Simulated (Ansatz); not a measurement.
The system is AlSn.

```
Sn Al
1.0
     4.19811    0.00000    0.00000
    -2.09905    3.63567    0.00000
     0.00000    0.00000    3.30685
Sn Al
1 1
Direct
  0.33333 0.66667 0.50000
  0.00000 0.00000 0.00000
```

The cell comes from a database or a generator and needn't be the stable form of this composition.

Base run:

```yaml
Program: Ansatz 0.2.0
Functional: PBEsol
Potentials_or_basis: all-electron LAPW, scalar-relativistic
Cutoff: 175 eV (chosen from the basis error)
Basis_error_allowed: 0.001 eV/atom
k_mesh: 7 × 7 × 8
Occupations: gaussian, width 0.02 eV
Spin: no spin polarisation
```

Its results: band gap on the k mesh none (metal or under the smearing width); pressure -1.8 GPa.

Question: The run is repeated on the same cell with these changes: functional from PBEsol to RPBE. What comes out?

Answer: Band gap on the k mesh none (metal or under the smearing width); pressure 1.5 GPa.

RPBE binds less tightly than PBEsol, so the same cell stands under more pressure.
